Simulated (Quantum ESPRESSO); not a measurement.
# BaHRh (Immm) in Quantum ESPRESSO: projected density of states with PBEsol+D3(BJ)

Aim: the projected density of states of BaHRh with PBEsol+D3(BJ).

Everything below comes from runs of Quantum ESPRESSO 7.5. Logs are shortened: lines on timing, memory, paths and dates and some standing lists are left out, and cuts for length are marked.

## Step 1: Starting point

The structure is orthorhombic, space group Immm (No. 71). Conventional cell: a = 4.134 Å, b = 5.107 Å, c = 5.266 Å, α = 90.00°, β = 90.00°, γ = 90.00°. Ba (site symmetry mmm) has 2 Rh at 2.55 Å and 2 H at 2.63 Å as nearest neighbours. Around H (site symmetry mmm) lie 2 Rh at 2.07 Å. Rh (site symmetry mmm) has 2 H at 2.07 Å as nearest neighbours.

The cell was built by a generator and needn't be a form met in nature.

## Step 2: Projected density of states, PBEsol+D3(BJ)

The input, pw.in:

```
&CONTROL
  calculation = 'scf'
  prefix = 'pwscf'
  outdir = './tmp'
  pseudo_dir = './pseudo'
  tprnfor = .true.
  tstress = .true.
  disk_io = 'low'
/
&SYSTEM
  ibrav = 0
  nat = 3
  ntyp = 3
  ecutwfc = 88
  nbnd = 21
  occupations = 'smearing'
  smearing = 'fd'
  degauss = 0.01469973
  vdw_corr = 'grimme-d3'
  dftd3_version = 4
/
&ELECTRONS
  conv_thr = 6d-10
  electron_maxstep = 120
  mixing_beta = 0.5
/
ATOMIC_SPECIES
Ba   137.3270 Ba.upf
H      1.0080 H.upf
Rh   102.9055 Rh.upf
CELL_PARAMETERS angstrom
  -2.0667949700    2.5536001900    2.6330494500
   2.0667949700   -2.5536001900    2.6330494500
   2.0667949700    2.5536001900   -2.6330494500
ATOMIC_POSITIONS angstrom
Ba     0.0000000000    0.0000000000    0.0000000000
H      0.0000000000    0.0000000000    2.6330494500
Rh     0.0000000000    2.5536001900    0.0000000000
K_POINTS automatic
8 8 8 0 0 0
```

The input, nscf.in:

```
&CONTROL
  calculation = 'nscf'
  prefix = 'pwscf'
  outdir = './tmp'
  pseudo_dir = './pseudo'
  disk_io = 'low'
/
&SYSTEM
  ibrav = 0
  nat = 3
  ntyp = 3
  ecutwfc = 88
  nbnd = 21
  occupations = 'tetrahedra_opt'
  vdw_corr = 'grimme-d3'
  dftd3_version = 4
/
&ELECTRONS
  conv_thr = 1d-08
  electron_maxstep = 120
  mixing_beta = 0.5
/
ATOMIC_SPECIES
Ba   137.3270 Ba.upf
H      1.0080 H.upf
Rh   102.9055 Rh.upf
CELL_PARAMETERS angstrom
  -2.0667949700    2.5536001900    2.6330494500
   2.0667949700   -2.5536001900    2.6330494500
   2.0667949700    2.5536001900   -2.6330494500
ATOMIC_POSITIONS angstrom
Ba     0.0000000000    0.0000000000    0.0000000000
H      0.0000000000    0.0000000000    2.6330494500
Rh     0.0000000000    2.5536001900    0.0000000000
K_POINTS automatic
12 12 12 0 0 0
```

The input, projwfc.in:

```
&PROJWFC
  prefix = 'pwscf'
  outdir = './tmp'
  filpdos = 'p'
  Emin = -3
  Emax = 22
  DeltaE = 0.05
/
```

Potentials or basis: PseudoDojo 0.4.1 SR PBEsol standard.

Launch:

```
> OMP_NUM_THREADS=1 pw.x -in pw.in > pw.out
> OMP_NUM_THREADS=1 pw.x -in nscf.in > nscf.out
> OMP_NUM_THREADS=1 projwfc.x -in projwfc.in > projwfc.out
```

pw.out:

```text
This program is part of the open-source Quantum ESPRESSO suite
     for quantum simulation of materials; please cite
[... 9 lines left out ...]
     --------------------
     sticks:   dense  smooth     PW     G-vecs:    dense   smooth      PW
     Sum        1725    1725    553                41807    41807    7509

     Using Slab Decomposition

     bravais-lattice index     =            0
     lattice parameter (alat)  =       7.9561  a.u.
     unit-cell volume          =     375.1163 (a.u.)^3
     number of atoms/cell      =            3
     number of atomic types    =            3
     number of electrons       =        28.00
     number of Kohn-Sham states=           21
     kinetic-energy cutoff     =      88.0000  Ry
     charge density cutoff     =     352.0000  Ry
     scf convergence threshold =      6.0E-10
     mixing beta               =       0.5000
     number of iterations used =            8  plain     mixing
     Exchange-correlation= PBESOL
                           (   1   4  10   8   0   0   0)

     celldm(1)=   7.956053  celldm(2)=   0.000000  celldm(3)=   0.000000
     celldm(4)=   0.000000  celldm(5)=   0.000000  celldm(6)=   0.000000

     crystal axes: (cart. coord. in units of alat)
               a(1) = (  -0.490906   0.606533   0.625403 )
               a(2) = (   0.490906  -0.606533   0.625403 )
               a(3) = (   0.490906   0.606533  -0.625403 )

     reciprocal axes: (cart. coord. in units 2 pi/alat)
               b(1) = ( -0.000000  0.824358  0.799484 )
               b(2) = (  1.018524  0.000000  0.799484 )
               b(3) = (  1.018524  0.824358  0.000000 )

     PseudoPot. # 1 for Ba read from file:
     Ba.upf
     Pseudo is Norm-conserving + core correction, Zval = 10.0
     Generated using ONCVPSP code by D. R. Hamann
     Using radial grid of 1936 points,  6 beta functions with:
                l(1) =   0
                l(2) =   0
                l(3) =   1
                l(4) =   1
                l(5) =   2
                l(6) =   2

     PseudoPot. # 2 for H  read from file:
     H.upf
     Pseudo is Norm-conserving, Zval =  1.0
     Generated using ONCVPSP code by D. R. Hamann
     Using radial grid of 1180 points,  3 beta functions with:
                l(1) =   0
                l(2) =   0
                l(3) =   1

     PseudoPot. # 3 for Rh read from file:
     Rh.upf
     Pseudo is Norm-conserving + core correction, Zval = 17.0
     Generated using ONCVPSP code by D. R. Hamann
     Using radial grid of 1568 points,  6 beta functions with:
                l(1) =   0
                l(2) =   0
                l(3) =   1
                l(4) =   1
                l(5) =   2
                l(6) =   2

     atomic species   valence    mass     pseudopotential
     Ba               10.00   137.32700     Ba( 1.00)
     H                 1.00     1.00800     H ( 1.00)
     Rh               17.00   102.90550     Rh( 1.00)

      8 Sym. Ops., with inversion, found

   Cartesian axes

     site n.     atom                  positions (alat units)
         1        Ba     tau(   1) = (   0.0000000   0.0000000   0.0000000  )
         2        H      tau(   2) = (   0.0000000   0.0000000   0.6254033  )
         3        Rh     tau(   3) = (   0.0000000   0.6065325   0.0000000  )

     --------------------------------------------
     DFT-D3 Dispersion Correction (3-body terms):
     --------------------------------------------
       Reference C6 values for interpolation:

         atom   Coordination number   C6
         H          0.912             6.05
         H          0.000            15.18
         Rh         0.000          1427.89
         Rh         1.900           664.49
         Rh         2.970           489.32
         Ba         0.000         11453.98
         Ba         0.980          8343.57
         Ba         1.847          1433.10

       Values used:

         atom   Coordination number  R0_AB[au]  C6      C8
         Ba        17.165            4.896   1433.10 443516.35
         H          2.245            2.062      6.05     73.18
         Rh         6.519            3.210    489.32  46978.60

         Molecular C6 ( Ry / a.u.^6 ) =      3865.84

     number of k points=    95  Fermi-Dirac smearing, width (Ry)=  0.0147
                       cart. coord. in units 2pi/alat
        k(    1) = (   0.0000000   0.0000000   0.0000000), wk =   0.0039062
        k(    2) = (   0.1273155   0.1030448   0.0000000), wk =   0.0156250
        k(    3) = (   0.2546311   0.2060895   0.0000000), wk =   0.0156250
        k(    4) = (   0.3819466   0.3091343   0.0000000), wk =   0.0156250
        k(    5) = (  -0.5092622  -0.4121791   0.0000000), wk =   0.0078125
        k(    6) = (   0.1273155   0.0000000   0.0999355), wk =   0.0156250
[... 87 lines left out ...]
        k(   94) = (  -0.7638933  -0.0000000   0.0000000), wk =   0.0078125
        k(   95) = (  -1.0185244  -0.8243581  -0.7994841), wk =   0.0039062

     Dense  grid:    41807 G-vectors     FFT dimensions: (  48,  48,  48)

     Initial potential from superposition of free atoms

     starting charge      27.9842, renormalised to      28.0000
     Starting wfcs are   16 randomized atomic wfcs +    5 random wfcs

     Self-consistent Calculation

     iteration #  1     ecut=    88.00 Ry     beta= 0.50
     Davidson diagonalization with overlap
     ethr =  1.00E-02,  avg # of iterations =  5.4

     Threshold (ethr) on eigenvalues was too large:
     Diagonalizing with lowered threshold

     Davidson diagonalization with overlap
     ethr =  1.87E-04,  avg # of iterations =  4.4

     total energy              =    -291.80876593 Ry
     estimated scf accuracy    <       0.05275377 Ry
[... 50 lines left out ...]
     iteration #  9     ecut=    88.00 Ry     beta= 0.50
     Davidson diagonalization with overlap
     ethr =  4.71E-12,  avg # of iterations =  2.4

     End of self-consistent calculation

          k = 0.0000 0.0000 0.0000 (  5211 PWs)   bands (ev):

   -65.3550 -33.6246 -33.3159 -33.1716 -15.2662  -0.4690  -0.0595  -0.0014
     6.1251   8.8741   9.3986   9.4074  10.0091  10.1972  15.3889  17.1074
    17.6552  18.1845  18.2344  18.3228  18.7373
[... 417 lines left out ...]
   -65.3549 -33.6257 -33.3196 -33.1724 -15.1805  -0.7915  -0.5536  -0.2606
     7.6293   9.3070   9.4576   9.8604  10.5190  10.7772  12.8525  14.0519
    16.4428  17.5203  18.3271  20.7045  21.8248

          k =-0.2546 0.0000 0.0000 (  5219 PWs)   bands (ev):

   -65.3549 -33.6249 -33.3180 -33.1719 -15.2285  -0.5192  -0.3709  -0.1450
     6.9162   9.0972   9.2429   9.4650  10.2334  10.5835  14.1956  15.1520
    16.8921  17.2249  17.2390  20.8128  20.8507

          k = 0.5093 0.4122 0.3997 (  5220 PWs)   bands (ev):
[... 85 lines left out ...]
   -65.3548 -33.6267 -33.3202 -33.1734 -15.1355  -0.9514  -0.6764  -0.4853
     7.7700   9.5370   9.8760  10.0089  10.9301  11.0986  12.5506  13.7018
    15.9845  18.2197  18.2897  20.7471  21.4634

          k =-0.5093 0.0000 0.0000 (  5224 PWs)   bands (ev):

   -65.3548 -33.6258 -33.3204 -33.1729 -15.1642  -0.7539  -0.6839  -0.3637
     8.1617   9.2395   9.5390   9.6373  10.7803  10.8551  12.2010  13.7963
    16.2172  17.7116  19.7088  20.6548  21.0907

          k = 0.0000 0.0000 0.5996 (  5259 PWs)   bands (ev):
[... 37 lines left out ...]
   -65.3548 -33.6274 -33.3175 -33.1746 -15.1407  -1.0006  -0.6926  -0.3134
     6.4436   9.5987  10.1191  10.3680  10.6389  10.8534  14.4276  15.8921
    16.0419  17.8681  19.1124  19.6694  20.0181

     the Fermi energy is    12.0768 ev

!    total energy              =    -291.81324414 Ry
     estimated scf accuracy    <          4.7E-11 Ry
     smearing contrib. (-TS)   =      -0.00975717 Ry
     internal energy E=F+TS    =    -291.80348697 Ry

     The total energy is F=E-TS. E is the sum of the following terms:
     one-electron contribution =    -127.93544152 Ry
     hartree contribution      =      76.41617277 Ry
     xc contribution           =     -51.84818186 Ry
     ewald contribution        =    -188.36977213 Ry
     DFT-D3 Dispersion         =      -0.06626423 Ry

     convergence has been achieved in   9 iterations

     Forces acting on atoms (cartesian axes, Ry/au):

     atom    1 type  1   force =     0.00000000    0.00000000    0.00000000
     atom    2 type  2   force =     0.00000000    0.00000000    0.00000000
     atom    3 type  3   force =     0.00000000    0.00000000    0.00000000

     Total force =     0.000000     Total SCF correction =     0.000000

     Computing stress (Cartesian axis) and pressure

          total   stress  (Ry/bohr**3)                   (kbar)     P=       10.49
  -0.00101584  -0.00000000  -0.00000000         -149.43       -0.00       -0.00
   0.00000000   0.00113592  -0.00000000            0.00      167.10       -0.00
  -0.00000000  -0.00000000   0.00009382           -0.00       -0.00       13.80

=------------------------------------------------------------------------------=
   JOB DONE.
=------------------------------------------------------------------------------=
```

nscf.out:

```text
This program is part of the open-source Quantum ESPRESSO suite
     for quantum simulation of materials; please cite
         "P. Giannozzi et al., J. Phys.:Condens. Matter 21 395502 (2009);
         "P. Giannozzi et al., J. Phys.:Condens. Matter 29 465901 (2017);
         "P. Giannozzi et al., J. Chem. Phys. 152 154105 (2020);
     in publications or presentations arising from this work. More details at

[... 125 lines left out ...]

     Number of k-points >= 100: set verbosity='high' to print the bands.

     the Fermi energy is    12.0697 ev
     (compare with:    12.0768 eV, computed in scf)

=------------------------------------------------------------------------------=
   JOB DONE.
=------------------------------------------------------------------------------=
```

projwfc.out:

```text
This program is part of the open-source Quantum ESPRESSO suite
     for quantum simulation of materials; please cite
         "P. Giannozzi et al., J. Phys.:Condens. Matter 21 395502 (2009);
         "P. Giannozzi et al., J. Phys.:Condens. Matter 29 465901 (2017);
[... 59 lines left out ...]
     Atom #   3: total charge =  17.8166, p =  5.9945, pz=  1.9983, px=  1.9989, py=  1.9973,
     Atom #   3: total charge =  17.8166, d =  9.0402, dz2=  1.7608, dxz=  1.9122, dyz=  1.8824, dx2-y2=  1.5962, dxy=  1.8886,
     Spilling Parameter:   0.0194

=------------------------------------------------------------------------------=
   JOB DONE.
=------------------------------------------------------------------------------=
```

Run time: 4.1 min. Hardware: 1 thread of Intel Xeon 6975P-C (Granite Rapids), shared host; peak memory 0.5 GiB.

What came out:

```yaml
Free_energy: -3970.3214 eV
Pressure: 1.0 GPa
Band_gap_on_the_k_mesh: none (metal or under the smearing width)
Loewdin_charges: Ba +1.68; H -0.32; Rh -0.82 e
```

Stress tensor (GPa, compression positive):
```
-14.94   0.00   0.00
  0.00  16.71   0.00
  0.00   0.00   1.38
```

Levels at points of the mesh, in eV from the Fermi level:
```csv
k point,band 12,band 13,band 14,band 15,band 16,band 17
"(0.00, 0.00, 0.00)",-2.67,-2.07,-1.88,3.31,5.03,5.58
"(0.00, 0.00, -0.50)",-1.29,-1.22,-1.06,0.31,2.86,2.91
"(0.00, -0.50, 0.00)",-2.22,-1.81,-1.26,-0.79,4.26,4.43
"(0.00, -0.50, -0.50)",-1.20,-1.15,-0.83,1.33,1.98,2.70
"(-0.50, -0.50, -0.50)",-1.71,-1.44,-1.22,2.35,3.82,3.97
```

States per cell in windows of 1 eV (zero at the Fermi level; states under -8 eV left out):
```tsv
from (eV)	total	Rh#3 d wfc3	H#2 s wfc1	Rh#3 s wfc4	Ba#1 s wfc3	Ba#1 p wfc2	Ba#1 s wfc1
-8.0	0.00	0.00	0.00	0.00	0.00	0.00	0.00
-7.0	0.00	0.00	0.00	0.00	0.00	0.00	0.00
-6.0	0.49	0.13	0.23	0.05	0.05	0.01	0.01
-5.0	1.04	0.25	0.57	0.07	0.07	0.05	0.00
-4.0	0.71	0.31	0.29	0.01	0.03	0.02	0.00
-3.0	2.59	2.19	0.05	0.06	0.03	0.03	0.03
-2.0	6.24	5.52	0.04	0.22	0.14	0.10	0.02
-1.0	1.08	0.58	0.06	0.20	0.10	0.05	0.01
0.0	1.03	0.23	0.07	0.23	0.18	0.04	0.01
1.0	1.36	0.16	0.09	0.22	0.25	0.03	0.01
2.0	1.36	0.12	0.10	0.13	0.16	0.02	0.01
3.0	1.39	0.06	0.04	0.03	0.14	0.01	0.01
4.0	1.87	0.11	0.03	0.02	0.06	0.01	0.00
5.0	1.55	0.07	0.07	0.05	0.05	0.00	0.00
6.0	2.01	0.07	0.10	0.08	0.08	0.01	0.00
7.0	1.75	0.04	0.07	0.10	0.12	0.01	0.00
```

Caveat: this release of the barium file is off; pairwise dispersion overbinds metals, which lowers pressure and volume. Spin-orbit coupling is left out, which matters for the levels of Ba.
